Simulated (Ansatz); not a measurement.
**CH8BNSi: up Jacob's ladder to CCSD(T)**

The task here is to estimate one member of a computed series from the others.

Program: Ansatz 0.2.0, Gaussian basis. Level of theory: functionals in def2-TZVPP, the program's frozen cores in correlated methods. These are calculated values, not measurements.

Plan: LDA (SPW92), PBE-D4, revPBE-D4, BLYP-D4, r2SCAN-D4, B97M-V, PBE0-D4, B3LYP-D4, r2SCANh-D4, r2SCAN0-D4, HSE06-D4, BHLYP-D4, CAM-B3LYP-D4, LC-ωPBE, ωB97X-V, ωB97M-V, B2PLYP, PBE-QIDH; CCSD(T)/def2-SVP; CCSD(T)/def2-TZVPP; MP2/def2-QZVPP; extrapolation to the limit; RPA on PBE.

### Structure used throughout

An earlier PBE0-D4 in a triple-zeta def2 set relaxation fixed the geometry.

SMILES `CNB[SiH3]`, 12 atoms, charge 0, spin multiplicity 1.

Atoms are counted from 1 here; the program's logs count them from 0.

Bond lengths: C1–N2 1.447 Å, C1–H5 1.094 Å, C1–H6 1.089 Å, C1–H7 1.094 Å, N2–B3 1.384 Å, N2–H8 1.009 Å, B3–Si4 2.014 Å, B3–H9 1.201 Å, Si4–H10 1.492 Å, Si4–H11 1.492 Å, Si4–H12 1.495 Å. Angles: N2–C1–H5 111.3°, N2–C1–H6 109.0°, N2–C1–H7 111.3°, H5–C1–H6 108.5°, H5–C1–H7 108.1°, H6–C1–H7 108.5°, C1–N2–B3 127.0°, C1–N2–H8 113.5°, B3–N2–H8 119.5°, N2–B3–Si4 120.4°, N2–B3–H9 117.4°, Si4–B3–H9 122.1°, B3–Si4–H10 111.7°, B3–Si4–H11 111.7°, B3–Si4–H12 111.8°, H10–Si4–H11 106.9°, H10–Si4–H12 107.3°, H11–Si4–H12 107.2°.

The first run:

in.yaml

```yaml
crystal:
  periodic: [false, false, false]
  atoms:
    - {symbol: C, position_ang: [-0.536749, 2.038206, 0.289886]}
    - {symbol: N, position_ang: [-0.440096, 0.595162, 0.262751]}
    - {symbol: B, position_ang: [0.554774, -0.161793, -0.330249]}
    - {symbol: Si, position_ang: [0.493299, -2.173275, -0.246810]}
    - {symbol: H, position_ang: [-1.456057, 2.384455, -0.191785]}
    - {symbol: H, position_ang: [0.313745, 2.460033, -0.244291]}
    - {symbol: H, position_ang: [-0.526134, 2.418449, 1.315737]}
    - {symbol: H, position_ang: [-1.199887, 0.131883, 0.739297]}
    - {symbol: H, position_ang: [1.440775, 0.427741, -0.887044]}
    - {symbol: H, position_ang: [0.447215, -2.781084, -1.608214]}
    - {symbol: H, position_ang: [1.694597, -2.733916, 0.436981]}
    - {symbol: H, position_ang: [-0.708482, -2.660959, 0.497540]}
basis:
  gaussian: {orbitals: def2-TZVPP}
hamiltonian: {xc: lda}
output: {orbitals: {seedname: orbitals}}
```

The run is started by

```
> ansatz run in.yaml --threads 2 --pin off --events-out ev --progress --plain --max-ram 4352MiB
```

Among the steps run: LDA; PBE-D4 (GGA); revPBE-D4 (GGA); BLYP-D4 (GGA); r2SCAN-D4 (meta-GGA); B97M-V (meta-GGA); B3LYP-D4 (hybrid); r2SCANh-D4 (hybrid); r2SCAN0-D4 (hybrid); HSE06-D4 (hybrid); BHLYP-D4 (hybrid); CAM-B3LYP-D4 (range-separated); LC-ωPBE (range-separated); ωB97X-V (range-separated); ωB97M-V (range-separated); B2PLYP (double hybrid); PBE-QIDH (double hybrid).

One table of the session follows, with a row left open; its other results are not shown here.

It belongs to the step «Frontier levels by functional». 

```
  functional  HOMO (eV)  gap (eV)
 LDA (SPW92)      -6.66      5.06
      PBE-D4      -6.59      5.19
   revPBE-D4      -6.55      5.23
     BLYP-D4      -6.48      5.25
   r2SCAN-D4      -6.85      5.69
      B97M-V      -6.97      5.70
     PBE0-D4      -7.82      7.33
    B3LYP-D4      -7.63      6.96
  r2SCANh-D4      -7.30      6.47
  r2SCAN0-D4      -7.98      7.64
    HSE06-D4      -7.42      6.55
    BHLYP-D4          ?         ?
CAM-B3LYP-D4      -9.19      9.82
     LC-ωPBE     -10.54     12.28
     ωB97X-V     -10.20     11.84
     ωB97M-V      -9.98     11.39
```

Q: Estimate the row for BHLYP-D4 from the others.

Worked estimate for «HOMO (eV)». Against the share of exact exchange, BLYP-D4 (0, -6.48), B3LYP-D4 (0.2, -7.63) give a slope of -5.75 per unit share; at 0.5 the line stands at -9.35.

As computed: HOMO (eV): -8.98; gap (eV): 9.50. In «HOMO (eV)» the line misses by -0.37.
